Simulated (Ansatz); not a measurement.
**FH5SeSi2: rigid scan of one bond length**

How does the energy of FH5SeSi2 change as one bond is stretched? The task is a rigid scan of one bond length, for FH5SeSi2. SMILES: F[SiH]([SiH3])[SeH].

Program: Ansatz 0.2.0 through its Python package. Level of theory: PBE0/def2-SVP. These are calculated values, not measurements.

### 1 The system

Bond lengths: F1–Si2 1.652 Å, Si2–Si3 2.202 Å, Si2–Se4 2.245 Å, Si2–H5 1.482 Å, Si3–H6 1.480 Å, Si3–H7 1.488 Å, Si3–H8 1.509 Å, Se4–H9 1.559 Å. Angles: F1–Si2–Si3 108.0°, F1–Si2–Se4 110.3°, F1–Si2–H5 112.0°, Si3–Si2–Se4 107.7°, Si3–Si2–H5 109.1°, Se4–Si2–H5 109.7°, Si2–Si3–H6 110.4°, Si2–Si3–H7 111.7°, Si2–Si3–H8 111.9°, H6–Si3–H7 108.1°, H6–Si3–H8 107.5°, H7–Si3–H8 107.0°, Si2–Se4–H9 91.3°.

Input file fh5sesi2.xyz:

```xyz
9

F    -1.70770    1.03100    0.91720
Si   -0.91610    0.33030   -0.35230
Si    1.24030    0.35750    0.09190
Se   -1.53990   -1.81470   -0.57060
H    -1.15710    1.05180   -1.62380
H     1.51470   -0.35990    1.35660
H     2.03360   -0.29010   -0.98720
H     1.76700    1.76350    0.24380
H    -1.14630   -2.11560    0.90730
```

### 2 The code

The input, scan_fh5sesi2.py:

```python
'''Stretching a bond of FH5SeSi2, the rest held rigid.'''

import ansatz as az
import matplotlib.pyplot as plt
import numpy as np


def main() -> None:
    fh5sesi2 = az.Crystal.molecule_from_extxyz('fh5sesi2.xyz')

    symbols = [site.symbol for site in fh5sesi2.cartesian_sites]
    start = np.array([site.position_ang for site in fh5sesi2.cartesian_sites])
    axis = (start[5] - start[2]) / np.linalg.norm(start[5] - start[2])
    moving = [5]
    lengths, energies = [1.26, 1.36, 1.48, 1.63, 1.85, 2.22, 2.66, 3.26], []
    for length in lengths:
        xyz = start.copy()
        xyz[moving] += (length - np.linalg.norm(start[5] - start[2])) * axis
        point = az.Crystal.molecule()
        for symbol, place in zip(symbols, xyz):
            point = point.atom(symbol, place.tolist())
        setup = (
            point.calculation()
            .basis(gaussian='def2-SVP')
            .functional('PBE0')
            .accuracy('medium')
        )
        r = setup.run(threads=1, backend='cpu').report
        energies.append(r['free_energy_ev'])
        print(f'r = {length:6.3f} A  E = {energies[-1]:.5f} eV  <S^2> = {abs(r["mean_field"]["state"]["spin_squared"]):.3f}')

    print('energy above the lowest point (eV):', [round(e - min(energies), 3) for e in energies])
    plt.figure(figsize=(4.5, 3))
    plt.plot(lengths, np.array(energies) - min(energies), 'o-')
    plt.xlabel('bond length (A)')
    plt.ylabel('E - E(min) (eV)')
    plt.tight_layout()
    plt.savefig('scan.png', dpi=100)


if __name__ == '__main__':
    main()
```

### 3 Launch

On the command line:

```
python scan_fh5sesi2.py
```

Without the output at hand: what should come out? Wanted: range of energy; lowest point, distance.

As calculated:

| quantity | value |
| --- | --- |
| runs compared | 8 |
| range of energy | 4.417 eV |
| lowest point, distance (Å) | 1.48 |

The lowest point, at 1.48, lies inside the range. The ends stand 0.713 and 4.42 eV above it. The distance scanned is the script's pair 2, 5. What to keep in mind:
- The rest of the molecule is held rigid at a force-field or estimated start geometry, and the basis set is modest; single-reference methods fail as a bond breaks.
- The orbitals are restricted, so S² is zero by construction.
- Toward dissociation an unrestricted state lies under the restricted one, by 1 to 2 eV or more.
